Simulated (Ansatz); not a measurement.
# FH₄NO₂Zr: basis-set convergence

An exercise on one series of results from a longer session: the logs are not shown, and one member is left open.

The runs use Ansatz 0.2.0, Gaussian basis; one geometry, several basis sets.

The runs, in order: PBE0-D4/def2-SVP; ωB97M-V/def2-SVP; PBE0-D4/def2-QZVPP; ωB97M-V/def2-QZVPP; the functionals' def2-TZVPP values are taken from earlier runs.

### The geometry

An earlier PBE0-D4 in a triple-zeta def2 set relaxation fixed the geometry. Zr takes the def2 core potential; no spin-orbit term is included.

SMILES `[NH2][Zr]([OH])([OH])[F]`, 9 atoms, charge 0, spin multiplicity 1.

Atoms are counted from 1 here; the program's logs count them from 0.

Bond lengths: N1–Zr2 2.034 Å, N1–H6 1.010 Å, N1–H7 1.010 Å, Zr2–O3 1.921 Å, Zr2–O4 1.921 Å, Zr2–F5 1.927 Å, O3–H8 0.952 Å, O4–H9 0.952 Å. Angles: Zr2–N1–H6 125.6°, Zr2–N1–H7 125.5°, H6–N1–H7 108.9°, N1–Zr2–O3 107.4°, N1–Zr2–O4 107.3°, N1–Zr2–F5 109.7°, O3–Zr2–O4 116.3°, O3–Zr2–F5 108.0°, O4–Zr2–F5 108.1°, Zr2–O3–H8 166.4°, Zr2–O4–H9 166.2°.

The first run:

File in.yaml:

```yaml
crystal:
  periodic: [false, false, false]
  atoms:
    - {symbol: N, position_ang: [0.519454, 1.345356, -0.861922]}
    - {symbol: Zr, position_ang: [0.198660, -0.295449, 0.296788]}
    - {symbol: O, position_ang: [-0.260443, -1.745998, -0.876341]}
    - {symbol: O, position_ang: [-1.115954, 0.183212, 1.613539]}
    - {symbol: F, position_ang: [1.824044, -0.766078, 1.217685]}
    - {symbol: H, position_ang: [0.823469, 1.334866, -1.825437]}
    - {symbol: H, position_ang: [0.384598, 2.304000, -0.572527]}
    - {symbol: H, position_ang: [-0.576213, -2.553307, -1.269765]}
    - {symbol: H, position_ang: [-1.797625, 0.193398, 2.277991]}
basis:
  gaussian: {orbitals: def2-SVP}
hamiltonian: {xc: pbe0, dispersion: d4}
output: {orbitals: {seedname: orbitals}}
```

Launch:

```bash
$ ansatz run in.yaml --threads 4 --pin off --events-out ev --progress --plain --max-ram 10444MiB
```

Steps of the session up to this table: PBE0-D4 in def2-SVP; ωB97M-V in def2-SVP; PBE0-D4 in def2-QZVPP; ωB97M-V in def2-QZVPP.

One of the session's tables, all rows but one given; the rest of the session is left out.

It belongs to the step «Density functionals: the series». 

```
functional       basis  HOMO (eV)
   PBE0-D4    def2-SVP      -7.04
   PBE0-D4  def2-TZVPP      -7.27
   PBE0-D4  def2-QZVPP      -7.32
   ωB97M-V    def2-SVP      -9.40
   ωB97M-V  def2-TZVPP      -9.64
   ωB97M-V  def2-QZVPP          ?
```

**Question.** Estimate the row for ωB97M-V, def2-QZVPP.

As computed: HOMO (eV): -9.70. In the column «HOMO (eV)» it is the lowest.
